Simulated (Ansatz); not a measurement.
The system is NiMoIrPdW.

```xyz
10
Lattice="2.7705 0.0000 0.0000 -1.3852 2.3993 0.0000 0.0000 0.0000 21.8812" Properties=species:S:1:pos:R:3 pbc="T T T"
Ni    0.0000    1.5995    0.9700
Ni    1.3852    0.7998   20.9101
Mo    1.3852    0.7998    7.4987
Mo    1.3852    0.7998   16.6997
Pd    0.0000    1.5995    9.7958
Pd    0.0000    1.5995   14.3810
Ir    0.0000    1.5995    5.2489
Ir    0.0000    1.5995   18.8288
W     1.3852    0.7998    2.9859
W     1.3852    0.7998   12.0872
```

The cell was built by a generator and needn't be a form met in nature.

Program: Ansatz 0.2.0. Alike in all runs: potentials or basis Ansatz PAW; spin collinear, ferromagnetic start; cell as given; cutoff (eV) 420; smearing fermi-dirac 0.05 eV.

**Question.** Order these runs on this cell by their pressure, lowest first.
A. level HSE06; k mesh 5 × 5 × 1; mesh quality coarse
B. level PBE; k mesh 11 × 11 × 2; points for each segment of the path 10; mesh quality not flagged
C. level revPBE; k mesh 11 × 11 × 2; points for each segment of the path 10; mesh quality not flagged

**Answer.** A (-6.5 GPa), B (-0.1 GPa), C (2.9 GPa).

Caveats: some runs use coarse meshes; the starting moments weren't kept; the PAW data sets come from PBE, with cores solved anew for the run's functional, which leaves a small shift of forces and pressure (some runs); the magnetic or orbital state may not be the lowest (some runs); the thresholds are loose for stress (some runs).
